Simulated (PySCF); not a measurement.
# [TaO2(H2O)2]+: other spin states and a change of charge

How does [TaO2(H2O)2]+ respond at fixed geometry? The runs cover other spin states and a change of charge. The structure is generated, not taken from experiment.

Program: PySCF 2.14.0. Level of theory: BP86, Ta def2-SVP with ECP60, O def2-SVP, H def2-SVP; scalar-relativistic core potentials, no spin–orbit coupling. These are calculated values, not measurements.

3 further runs of the same task are left out: 2 for a known fault of the program, 1 that didn't finish.

**1. The system as given**

9 atoms, charge 1, spin multiplicity 1.

Bond lengths: Ta1–O2 1.733 Å, Ta1–O3 1.733 Å, O4–H5 0.982 Å, O4–H6 0.982 Å, O7–H8 0.982 Å, O7–H9 0.982 Å. Angles: O2–Ta1–O3 103.5°, H5–O4–H6 103.6°, H8–O7–H9 103.6°.

Geometry (Å):

```
Ta    0.20095    0.20095    0.00000
O     1.92181   -0.00256    0.00000
O    -0.00256    1.92181    0.00000
O    -2.21168   -0.11061    0.00000
H    -2.75899    0.15290    0.77143
H    -2.75899    0.15290   -0.77143
O    -0.11061   -2.21168    0.00000
H     0.15290   -2.75899    0.77143
H     0.15290   -2.75899   -0.77143
```

Formal oxidation states: Ta +5. An earlier session relaxed this geometry at BP86, Ta def2-SVP with ECP60, O def2-SVP, H def2-SVP (singlet, point group C2v). Its vibrations showed it to be a saddle point, relaxed within its symmetry.

Its energy there is -360.027453 Eh.

**2. Multiplicity 3 at the relaxed geometry**

Contents of run.py (the lines that set the calculation):

```python
mol = gto.M(atom='''
Ta     0.20095     0.20095     0.00000
O      1.92181    -0.00256     0.00000
O     -0.00256     1.92181     0.00000
O     -2.21168    -0.11061     0.00000
H     -2.75899     0.15290     0.77143
H     -2.75899     0.15290    -0.77143
O     -0.11061    -2.21168     0.00000
H      0.15290    -2.75899     0.77143
H      0.15290    -2.75899    -0.77143''',
    basis={'Ta': 'def2-SVP', 'O': 'def2-SVP', 'H': 'def2-SVP'},
    ecp={'Ta': 'def2-SVP'},
    charge=1, spin=2)
mf = dft.UKS(mol, xc='B88,P86')
mf.grids.atom_grid = (50, 194)
mf = mf.density_fit()  # fitting sets: Ta def2-universal-JKFIT, O def2-universal-JKFIT, H def2-universal-JKFIT
mf.conv_tol = 1e-08; mf.max_cycle = 55
mf.kernel(dm0)  # dm0: free metal ions and neutral atoms
```

The run is started by

```bash
OMP_NUM_THREADS=2 python run.py
```

What it wrote:

```text
init E= -368.157146425179
cycle= 1 E= -353.195689193323  delta_E=   15  |g|= 3.03  |ddm|= 3.73
cycle= 2 E= -294.103139268266  delta_E= 59.1  |g|= 8.56  |ddm|=   11
cycle= 3 E= -355.438339444064  delta_E= -61.3  |g|= 3.07  |ddm|= 9.96
  HOMO = -0.194469317444  LUMO = -0.181036065822  gap/eV = 0.36554
cycle= 4 E= -341.381571378823  delta_E= 14.1  |g|= 3.87  |ddm|= 6.68
cycle= 5 E= -359.669865108703  delta_E= -18.3  |g|= 0.693  |ddm|= 6.65
cycle= 6 E= -359.662664679904  delta_E= 0.0072  |g|= 0.873  |ddm|= 1.64
cycle= 7 E= -359.972882015259  delta_E= -0.31  |g|= 0.0452  |ddm|= 0.628
cycle= 8 E= -359.973851724202  delta_E= -0.00097  |g|= 0.0191  |ddm|= 0.076
cycle= 9 E= -359.97398931983  delta_E= -0.000138  |g|= 0.00415  |ddm|= 0.0172
cycle= 10 E= -359.973995891375  delta_E= -6.57e-06  |g|= 0.00241  |ddm|= 0.00473
cycle= 11 E= -359.973998199352  delta_E= -2.31e-06  |g|= 0.000474  |ddm|= 0.00233
cycle= 12 E= -359.973998285813  delta_E= -8.65e-08  |g|= 0.000198  |ddm|= 0.000654
cycle= 13 E= -359.973998303618  delta_E= -1.78e-08  |g|= 1.35e-05  |ddm|= 0.000173
cycle= 14 E= -359.973998303713  delta_E= -9.48e-11  |g|= 1.11e-05  |ddm|= 3.21e-05
Extra cycle  E= -359.973998301412  delta_E= 2.3e-09  |g|= 7.28e-05  |ddm|= 5.62e-05
converged SCF energy = -359.973998301412  <S^2> = 2.0082842  2S+1 = 3.0055177
```

Run time: 4.9 s. Hardware: 2 threads of Arm Neoverse V2, shared host.

Result: E = -359.973998 Eh (+1.455 eV from the relaxed state), HOMO -10.17 eV, LUMO -11.96 eV (over both spins), ⟨S²⟩ = 2.008, Mulliken charge on Ta1 +0.78 e. An empty level of one spin lies below a filled level of the other.

**3. One electron removed, multiplicity 2**

Changes to run.py (the lines that set the calculation) since step 2:

```diff
@@ -12,3 +12,3 @@
     ecp={'Ta': 'def2-SVP'},
-    charge=1, spin=2)
+    charge=2, spin=1)
 mf = dft.UKS(mol, xc='B88,P86')
@@ -17,2 +17,2 @@
 mf.conv_tol = 1e-08; mf.max_cycle = 55
-mf.kernel(dm0)  # dm0: free metal ions and neutral atoms
+mf.kernel(dm0)  # dm0: the density of the relaxed state
```

The run is started by

```bash
OMP_NUM_THREADS=2 python run.py
```

What it wrote:

```text
init E= -360.0305921209
  HOMO = -0.41377620367  LUMO = -0.406031984508  gap/eV = 0.21073
cycle= 1 E= -359.408406643093  delta_E= 0.622  |g|= 0.392  |ddm|= 0.686
  HOMO = -0.662656758666  LUMO = -0.661224145226  gap/eV = 0.03898
cycle= 2 E= -358.334431788292  delta_E= 1.07  |g|= 1.54  |ddm|= 1.35
  HOMO = -0.727888339019  LUMO = -0.692357976674  gap/eV = 0.96683
cycle= 3 E= -359.44284850302  delta_E= -1.11  |g|= 0.311  |ddm|= 1.28
  HOMO = -0.696890594359  LUMO = -0.67260254492  gap/eV = 0.66091
cycle= 4 E= -359.482294192163  delta_E= -0.0394  |g|= 0.0496  |ddm|= 0.234
  HOMO = -0.699910306026  LUMO = -0.668446080352  gap/eV = 0.85619
cycle= 5 E= -359.479882760124  delta_E= 0.00241  |g|= 0.077  |ddm|= 0.134
  HOMO = -0.695218029187  LUMO = -0.670914881061  gap/eV = 0.66132
cycle= 6 E= -359.483316472105  delta_E= -0.00343  |g|= 0.0079  |ddm|= 0.132
  HOMO = -0.696162993492  LUMO = -0.670733700446  gap/eV = 0.69197
cycle= 7 E= -359.48333380665  delta_E= -1.73e-05  |g|= 0.00721  |ddm|= 0.022
  HOMO = -0.69606821647  LUMO = -0.670808168138  gap/eV = 0.68736
cycle= 8 E= -359.483340966841  delta_E= -7.16e-06  |g|= 0.00671  |ddm|= 0.00858
  HOMO = -0.695916798069  LUMO = -0.670910277194  gap/eV = 0.68046
cycle= 9 E= -359.483361674385  delta_E= -2.07e-05  |g|= 0.00194  |ddm|= 0.00841
  HOMO = -0.695943759501  LUMO = -0.670834561634  gap/eV = 0.68326
cycle= 10 E= -359.483363313362  delta_E= -1.64e-06  |g|= 0.000384  |ddm|= 0.00226
  HOMO = -0.695942583318  LUMO = -0.670820056225  gap/eV = 0.68362
cycle= 11 E= -359.483363337909  delta_E= -2.45e-08  |g|= 0.000355  |ddm|= 0.000774
  HOMO = -0.695938649588  LUMO = -0.670809573359  gap/eV = 0.68380
cycle= 12 E= -359.483363403099  delta_E= -6.52e-08  |g|= 3.44e-05  |ddm|= 0.000478
  HOMO = -0.695940832264  LUMO = -0.670809101132  gap/eV = 0.68387
cycle= 13 E= -359.483363404147  delta_E= -1.05e-09  |g|= 9.7e-06  |ddm|= 8.18e-05
  HOMO = -0.69593879063  LUMO = -0.67081058936  gap/eV = 0.68377
Extra cycle  E= -359.483363402968  delta_E= 1.18e-09  |g|= 4.93e-05  |ddm|= 6.71e-05
converged SCF energy = -359.483363402968  <S^2> = 0.76382056  2S+1 = 2.0137731
```

Wall time 4.2 s (2 threads of Arm Neoverse V2, shared host).

It gives: E = -359.483363 Eh (+14.805 eV from the relaxed state), HOMO -18.94 eV, LUMO -18.25 eV (over both spins), ⟨S²⟩ = 0.764, Mulliken charge on Ta1 +1.35 e. 

**4. One electron added, multiplicity 2**

Changes to run.py (the lines that set the calculation) since step 3:

```diff
@@ -12,3 +12,3 @@
     ecp={'Ta': 'def2-SVP'},
-    charge=2, spin=1)
+    charge=0, spin=1)
 mf = dft.UKS(mol, xc='B88,P86')
```

The run is started by

```bash
OMP_NUM_THREADS=2 python run.py
```

What it wrote:

```text
init E= -360.030341048646
  HOMO = -0.358445945284  LUMO = -0.354574434308  gap/eV = 0.10535
cycle= 1 E= -360.236925178264  delta_E= -0.207  |g|= 0.258  |ddm|= 1.32
  HOMO = -0.0781642973964  LUMO = -0.0513016826839  gap/eV = 0.73097
cycle= 2 E= -360.065227710207  delta_E= 0.172  |g|= 0.626  |ddm|= 1.44
  HOMO = -0.133118862873  LUMO = -0.0880231097302  gap/eV = 1.22712
cycle= 3 E= -360.260243945022  delta_E= -0.195  |g|= 0.25  |ddm|= 0.893
  HOMO = -0.15108703414  LUMO = -0.101275913291  gap/eV = 1.35543
cycle= 4 E= -360.284728149332  delta_E= -0.0245  |g|= 0.0195  |ddm|= 0.233
  HOMO = -0.152448185307  LUMO = -0.0994265630906  gap/eV = 1.44279
cycle= 5 E= -360.284833594109  delta_E= -0.000105  |g|= 0.0159  |ddm|= 0.0264
  HOMO = -0.152165076004  LUMO = -0.0986217136876  gap/eV = 1.45699
cycle= 6 E= -360.284925311856  delta_E= -9.17e-05  |g|= 0.00543  |ddm|= 0.0116
  HOMO = -0.151832146925  LUMO = -0.0980543036538  gap/eV = 1.46337
cycle= 7 E= -360.284939494036  delta_E= -1.42e-05  |g|= 0.00117  |ddm|= 0.00516
  HOMO = -0.151673115853  LUMO = -0.0977726346026  gap/eV = 1.46671
cycle= 8 E= -360.284940762829  delta_E= -1.27e-06  |g|= 0.000373  |ddm|= 0.00232
  HOMO = -0.151678175308  LUMO = -0.0977452927926  gap/eV = 1.46759
cycle= 9 E= -360.284940802096  delta_E= -3.93e-08  |g|= 0.000465  |ddm|= 0.000901
  HOMO = -0.151684147223  LUMO = -0.0977483380326  gap/eV = 1.46767
cycle= 10 E= -360.284940880096  delta_E= -7.8e-08  |g|= 0.000187  |ddm|= 0.000422
  HOMO = -0.151699251944  LUMO = -0.0977601205802  gap/eV = 1.46776
cycle= 11 E= -360.284940896158  delta_E= -1.61e-08  |g|= 1.28e-05  |ddm|= 0.000189
  HOMO = -0.151701796049  LUMO = -0.0977621430903  gap/eV = 1.46777
cycle= 12 E= -360.284940896245  delta_E= -8.74e-11  |g|= 2.22e-06  |ddm|= 1.61e-05
  HOMO = -0.151702513691  LUMO = -0.0977627818469  gap/eV = 1.46777
Extra cycle  E= -360.284940896226  delta_E= 1.96e-11  |g|= 6.79e-06  |ddm|= 7.58e-06
converged SCF energy = -360.284940896226  <S^2> = 0.75546274  2S+1 = 2.0054553
```

It took 4 s on 2 threads of Arm Neoverse V2, shared host.

It gives: E = -360.284941 Eh (-7.007 eV from the relaxed state), HOMO -4.13 eV, LUMO -2.66 eV (over both spins), ⟨S²⟩ = 0.755, Mulliken charge on Ta1 +0.30 e. 

**5. The states side by side**

| state | energy from the relaxed state (eV) | ⟨S²⟩ | time |
| --- | --- | --- | --- |
| charge +1, singlet, vacuum (relaxed) | 0 | 0.00 |  |
| charge 0, doublet, vacuum | -7.01 | 0.76 | 4 s |
| charge +1, triplet, vacuum | 1.45 | 2.01 | 4.9 s |
| charge +2, doublet, vacuum | 14.81 | 0.76 | 4.2 s |

An electron taken off or put on is at rest in vacuum. 

Removing an electron vertically costs 14.81 eV (doublet), against −HOMO = 11.15 eV. Adding an electron vertically releases 7.01 eV (doublet). The triplet lies 1.45 eV above at this geometry. The bases are small and lack diffuse functions. Spin–orbit coupling is left out.
